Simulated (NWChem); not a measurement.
# One shape, several levels: triplet AgF

We compute a comparison of 3 runs (UHF/def2-TZVP, UMP2/def2-TZVP, UCCSD/def2-TZVP) of triplet AgF. 

The calculation is run with NWChem 7.3.0.

**1. The structure to begin with**

The species is AgF (2 atoms), meant as a triplet with charge 0. SMILES of the parent species: `[F][Ag]`. Geometry: relaxed at PBE0-D4/def2-TZVP. That shape belongs to the parent species and isn't relaxed for this state.

Bond lengths: F1–Ag2 1.986 Å.

**2. A single-point energy at UHF/def2-TZVP (core potential) (run 1)**

Contents of agf.nw:

```
start agf
title "AgF energy"
memory 2200 mb

geometry noautosym nocenter noautoz
 F      0.860000    -0.334300     0.425600
 Ag    -0.830500     0.274100    -0.421500
end

basis spherical bse
 * library def2-TZVP
end

ecp bse
 Ag library def2-TZVP
end

scf
 triplet
 uhf
 thresh 1e-08
 maxiter 80
 print low
end

task scf energy
```

Started as:

```console
$ nwchem agf.nw > agf.out
```

Log:

```text
[...]
  functions       =    71
[...]
  wavefunction    = UHF
[...]
         Total SCF energy =   -245.489004407187
      One electron energy =   -490.174547464884
      Two electron energy =    199.129584106045
 Nuclear repulsion energy =     45.555958951652
                       Sz =      1.0000
                 Sz(Sz+1) =      2.0000
                      S^2 =      2.0116
[...]
```

Run time: 19 s. Hardware: 1 thread of AMD EPYC 9R14 (Zen 4), shared host; peak memory 0.1 GiB.

**3. The energy at UMP2/def2-TZVP (core potential) (run 2)**

Contents of agf.nw:

```
start agf
memory 2200 mb

geometry units angstrom noautosym nocenter noautoz
 F     0.860000   -0.334300    0.425600
 Ag   -0.830500    0.274100   -0.421500
end

basis spherical bse
 * library def2-TZVP
end

ecp bse
 Ag library def2-TZVP
end

scf
 triplet
 uhf
 thresh 1e-08
 maxiter 80
end

mp2
 freeze core 1
 tight
end

task mp2 energy
```

Started as:

```console
$ nwchem agf.nw > agf.out
```

Log:

```text
[...]
  functions       =    71
[...]
  wavefunction    = UHF
[...]
         Total SCF energy =   -245.489004407187
      One electron energy =   -490.174547464884
      Two electron energy =    199.129584106045
 Nuclear repulsion energy =     45.555958951652
                       Sz =      1.0000
                 Sz(Sz+1) =      2.0000
                      S^2 =      2.0116
[...]
          Total MP2 energy          -246.195244471333
[...]
```

Wall time 20 s (1 thread of AMD EPYC 9R14 (Zen 4), shared host); peak memory 0.17 GiB.

**4. The energy at UCCSD/def2-TZVP (core potential) (run 3)**

Contents of agf.xyz:

```xyz
2
AgF ccsd
F      0.860000    -0.334300     0.425600
Ag    -0.830500     0.274100    -0.421500
```

Contents of run.py:

```python
from ase.io import read
from ase.calculators.nwchem import NWChem

atoms = read('agf.xyz')

calc = NWChem(
    label='agf',
    theory='tce',
    memory='2200 mb',
    basis='def2-TZVP',
    basispar='spherical bse',
    scf={'nopen': '2', 'uhf': None, 'thresh': '1e-08', 'maxiter': '80'},
    tce={'scf': None, 'ccsd': None, 'freeze': 'core 1', 'maxiter': '60'},
    task='energy',
    **{'ecp bse': {'Ag library': 'def2-TZVP'}},
)
atoms.calc = calc

print(f"energy = {atoms.get_potential_energy():.6f} eV")
```

Started as:

```console
$ export ASE_NWCHEM_COMMAND="nwchem PREFIX.nwi > PREFIX.nwo"
$ python run.py
```

Log:

```text
energy = -6698.895256 eV
```

The calculator wrote agf.nwi:

```
title "agf"

permanent_dir agf

scratch_dir agf

start agf

geometry units angstrom nocenter noautosym noautoz
  F  8.5999999999999999e-01 -3.3429999999999999e-01 4.2559999999999998e-01
  Ag -8.3050000000000002e-01 2.7410000000000001e-01 -4.2149999999999999e-01
end

memory 2200 mb

basis spherical bse noprint
   * library def2-TZVP
end

scf
  nopen 2
  uhf
  thresh 1e-08
  maxiter 80
end
tce
  scf
  ccsd
  freeze core 1
  maxiter 60
end
ecp bse
  Ag library def2-TZVP
end

task tce energy
```

agf.nwo:

```text
Northwest Computational Chemistry Package (NWChem) 7.3.0
             --------------------------------------------------------

           Job information
           ---------------

    nwchem branch   = 7.3.0
    use scalapack   = T
    input           = agf.nwi
    prefix          = agf.
    data base       = agf/agf.db
    status          = startup
    nproc           =        1

           Memory information
           ------------------

    heap     =     72089596 doubles =      550.0 Mbytes
    stack    =     72089601 doubles =      550.0 Mbytes
    global   =    144179200 doubles =     1100.0 Mbytes (distinct from heap & stack)
    total    =    288358397 doubles =     2200.0 Mbytes
    verify   = yes
    hardfail = no

[... 95 lines left out ...]
 1-e energy   =    -488.812697
[... 9 lines left out ...]
 Convergence threshold     :          1.000E-08
[... 22 lines left out ...]
         Total SCF energy =   -245.489004405633
[... 2 lines left out ...]
 Nuclear repulsion energy =     45.555958951652
[... 67 lines left out ...]
                    UHF Final Alpha Molecular Orbital Analysis
[... 575 lines left out ...]
 CCSD total energy / hartree       =      -246.179862004009721
[... 1 line left out ...]
 Singles contributions
    14a   (beta ) ---    13a   (beta )        0.1649981120

 Doubles contributions

 Task  times  cpu:       48.9s     wall:       48.9s
 Total times  cpu:       48.9s     wall:       48.9s
```

It took 50 s on 1 thread of AMD EPYC 9R14 (Zen 4), shared host; peak memory 0.9 GiB.

**5. The series**

```csv
run,level,module,frozen core orbitals,energy (Eh),⟨S²⟩,wall time
1,UHF/def2-TZVP (core potential),scf,–,-245.489004,2.012,19 s
2,UMP2/def2-TZVP (core potential),mp2,1,-246.195244,2.012,20 s
3,UCCSD/def2-TZVP (core potential),tce,1,-246.179862,2.012,50 s
```

**6. Outcome**

| quantity | value |
| --- | --- |
| run 3: total energy | -246.17986 Eh |
| run 3: HOMO energy (Hartree–Fock orbitals) (highest over α and β) | -8.27 eV |
| run 3: LUMO energy (Hartree–Fock orbitals) (lowest over α and β) | -1.17 eV |
| run 3: correlation energy (1 core orbital frozen) | -690.9 mEh |
| run 3: ⟨S²⟩ of the reference determinant | 2.012 |

**Reading.** Below the UHF energy at the same shape and in the same basis (def2-TZVP): UMP2 -706.2 mEh; UCCSD -690.9 mEh. All runs together took 89 s, the longest 50 s.
